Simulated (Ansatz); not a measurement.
# Ga: the cost of one run

Program: Ansatz 0.2.0. Level of theory: DFT r2SCAN, scalar-relativistic, plane waves, PAW. These are calculated values, not measurements.

## Step 1: The starting structure

The structure is orthorhombic, space group Cmcm (No. 63). Conventional cell: a = 2.900 Å, b = 8.130 Å, c = 3.170 Å, α = 90.00°, β = 90.00°, γ = 90.00°. Ga (site symmetry m2m) has 8 Ga at 2.68 to 2.90 Å in its first shell of neighbours.

Coordinates:

```cif
data_structure
_symmetry_space_group_name_H-M 'P 1'
_symmetry_Int_Tables_number 1
_cell_length_a 4.3159
_cell_length_b 4.3159
_cell_length_c 3.1700
_cell_angle_alpha 90.000
_cell_angle_beta 90.000
_cell_angle_gamma 140.737
_cell_volume 37.37
loop_
_atom_site_label
_atom_site_type_symbol
_atom_site_fract_x
_atom_site_fract_y
_atom_site_fract_z
_atom_site_occupancy
Ga1 Ga 0.86700 0.13300 0.25000 1
Ga2 Ga 0.13300 0.86700 0.75000 1
```

The cell is taken as given, not relaxed at this level.

## Step 2: Zero of energy

Reference values: F = -7580.3409 eV; pressure -1.49 GPa; largest force 0.242 eV/Å; gap on the mesh none (metal). It was computed beforehand with the settings of the runs below.

## Step 3: The scan: a two-dimensional strain map

The cell is strained by p along both x and y and by q along z, with fractional coordinates fixed.

## Step 4: Point p = -0.030, q = -0.030

Input file input.yaml:

```yaml
crystal:
  lattice:
    - [1.4065, -3.94305, 0.0]
    - [1.4065, 3.94305, 0.0]
    - [0.0, 0.0, 3.0749]
  atoms:
    - { symbol: Ga, position: [0.867, 0.133, 0.25] }
    - { symbol: Ga, position: [0.133, 0.867, 0.75] }
basis:
  ecutwfc: 500
kpoints:
  mp_grid: { grid: [18, 18, 16] }
hamiltonian:
  xc: r2scan
scf:
  occupations: { method: gaussian, width: 0.15 }
output:
  forces: true
  stress: true
  eigenvalues: true
```

Started as:

```bash
$ ansatz run input.yaml --threads 1 --pin off --max-ram 2560MiB --backend cpu --events-out ev --progress --plain --runs-dir out
```

**Question.** How long does this run take on 1 thread of Arm Neoverse V1, shared host, and how much memory does it need?

About 54 s, with a peak of 0.82 GiB.
